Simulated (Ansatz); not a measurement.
# Ga2W: the cost of one run

Method: DFT PBE, scalar-relativistic, plane waves, PAW, in Ansatz 0.2.0.

## (1) The system as given

The structure is tetragonal, space group I4_1/amd (No. 141). Conventional cell: a = 3.905 Å, b = 3.905 Å, c = 13.579 Å, α = 90.00°, β = 90.00°, γ = 90.00°. Ga (site symmetry 2mm) is surrounded by 3 Ga at 2.25 to 2.27 Å. Around W (site symmetry -4m2) lie 12 Ga at 2.99 Å.

As a file:

```cif
data_structure
_symmetry_space_group_name_H-M 'I4_1/amd:1'
_symmetry_Int_Tables_number 141
_cell_length_a 3.9054
_cell_length_b 3.9054
_cell_length_c 13.5790
_cell_angle_alpha 90.000
_cell_angle_beta 90.000
_cell_angle_gamma 90.000
_cell_volume 207.11
loop_
_atom_site_label
_atom_site_type_symbol
_atom_site_symmetry_multiplicity
_atom_site_Wyckoff_symbol
_atom_site_fract_x
_atom_site_fract_y
_atom_site_fract_z
_atom_site_occupancy
Ga1 Ga 8 e 0.00000 0.00000 0.41650 1
W1 W 4 a 0.00000 0.00000 0.00000 1
```

(A quick probe on a coarse mesh, which set the mesh and smearing, is not shown.)

## (3) Relaxing cell and atoms

Contents of input.yaml:

```yaml
crystal:
  lattice:
    - [-1.9527014835, 1.9527014835, 6.789494785]
    - [1.9527014835, -1.9527014835, 6.789494785]
    - [1.9527014835, 1.9527014835, -6.789494785]
  atoms:
    - { symbol: Ga, position: [0.4165, 0.4165, 0.0] }
    - { symbol: Ga, position: [0.1665, 0.6665, 0.5] }
    - { symbol: Ga, position: [0.3335, 0.8335, 0.5] }
    - { symbol: Ga, position: [0.5835, 0.5835, 0.0] }
    - { symbol: W, position: [0.0, 0.0, 0.0] }
    - { symbol: W, position: [0.75, 0.25, 0.5] }
basis:
  ecutwfc: 420
kpoints:
  mp_grid: { grid: [14, 14, 14] }
hamiltonian:
  xc: pbe
scf:
  occupations: { method: gaussian, width: 0.1 }
output:
  forces: true
  stress: true
  eigenvalues: true
relax:
  adjacent_minimum: "off"
  f_tol: 0.01
  max_steps: 80
  cell: { stress_tol: 0.05 }
```

Started as:

```bash
ansatz run input.yaml --threads 1 --pin off --max-ram 2560MiB --backend cpu --events-out ev --progress --plain --runs-dir out
```

Q: Estimate wall time and peak memory on 1 thread of Intel Xeon 6975P-C (Granite Rapids), shared host.

About 21 min, with a peak of 1.1 GiB.
